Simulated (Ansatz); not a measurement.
# GdN (rocksalt): a single-point run

Aim: a sound single-point run of GdN (rocksalt). The structure is shown as the input types it.

Program: Ansatz 0.2.0. Level of theory: DFT r2SCAN, scalar-relativistic, plane waves, PAW. These are calculated values, not measurements.

2 further runs of the same task are left out: 1 that didn't finish, 1 set aside as unsound or not needed.

## (1) The system as given

The structure is cubic, space group Fm-3m (No. 225). The conventional cell has a = 4.973 Å, b = 4.973 Å, c = 4.973 Å, α = 90.00°, β = 90.00°, γ = 90.00°. Gd (site symmetry m-3m) has 6 N at 2.49 Å as nearest neighbours. N (site symmetry m-3m) has 6 Gd at 2.49 Å as nearest neighbours.

Structure file:

```
CELL_PARAMETERS angstrom
0.00000 2.48655 2.48655
2.48655 0.00000 2.48655
2.48655 2.48655 0.00000
ATOMIC_POSITIONS crystal
Gd 0.50000 0.50000 0.50000
N 0.00000 0.00000 0.00000
```

## (2) The calculation

Input file input.yaml:

```yaml
crystal:
  lattice:
    - [0.0, 2.4865533676, 2.4865533676]
    - [2.4865533676, 0.0, 2.4865533676]
    - [2.4865533676, 2.4865533676, 0.0]
  atoms:
    - { symbol: Gd, position: [0.5, 0.5, 0.5], spin: 7.0 }
    - { symbol: "N", position: [0.0, 0.0, 0.0] }
basis:
  ecutwfc: 500
  ecutrho_ratio: 4
kpoints:
  mp_grid: { grid: [1, 1, 1] }
hamiltonian:
  xc: r2scan
scf:
  occupations: { method: gaussian, width: 0.05 }
  max_iter: 100
output:
  forces: true
  stress: true
magnetization:
  spin_polarized: true
```

Started as:

```
$ ansatz run input.yaml --threads 2 --pin off --max-ram 2662MiB --backend cpu --events-out ev --progress --plain --runs-dir out
```

What happens when this is run?

The program finished normally, with warnings (stability check not made). It gives a pressure of 56 GPa, which is large; a structure far from rest gives such values too, whatever the setting.

The suspect setting: kpoints.mp_grid.grid is [1, 1, 1]. One k-point can't sample the Brillouin zone of so small a cell.

To check: set kpoints.mp_grid.grid to [12, 12, 12].
